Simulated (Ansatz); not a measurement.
# CH2ClSi2: the cost of one run

Program: Ansatz 0.2.0. Level of theory: RKS BHLYP/def2-SVP. These are calculated values, not measurements.

## 1. The structure to begin with

Bond lengths: Si1–C2 1.723 Å, C2–Si3 1.761 Å, Si3–Cl4 2.367 Å, Si3–H5 1.494 Å, Si3–H6 1.494 Å. Angles: Si1–C2–Si3 159.5°, C2–Si3–Cl4 112.5°, C2–Si3–H5 122.3°, C2–Si3–H6 122.3°, Cl4–Si3–H5 94.1°, Cl4–Si3–H6 94.1°, H5–Si3–H6 104.5°.

Coordinates:

```xyz
6

Si    0.4132   -2.8343    0.7069
C     0.6005   -1.1462    0.4171
Si    0.1929    0.5033   -0.0466
Cl   -2.0542    0.7146   -0.7587
H     0.7542    1.1516   -1.2704
H     0.0934    1.6110    0.9517
```

## 2. Relaxing end A

input.yaml reads:

```yaml
crystal:
  periodic: [false, false, false]
  atoms:
    - { symbol: Si, position_ang: [0.41321, -2.83428, 0.70686] }
    - { symbol: C, position_ang: [0.60048, -1.14624, 0.41713] }
    - { symbol: Si, position_ang: [0.19288, 0.50333, -0.0466] }
    - { symbol: Cl, position_ang: [-2.05417, 0.71464, -0.75871] }
    - { symbol: H, position_ang: [0.75424, 1.1516, -1.27043] }
    - { symbol: H, position_ang: [0.09336, 1.61095, 0.95175] }
total_charge: -1
basis:
  gaussian: { orbitals: def2-SVP }
hamiltonian:
  xc: { name: BHLYP }
relax:
  f_tol: 0.015
  max_steps: 40
```

Started as:

```sh
$ ansatz run input.yaml --threads 1 --pin off --max-ram 2048MiB --backend cpu --events-out ev --progress --plain --runs-dir out
```

**Question.** How long does this run take on 1 thread of AMD EPYC 7R43 (Zen 3), shared host, and how much memory does it need?

About 37 s, with a peak of 0.17 GiB.
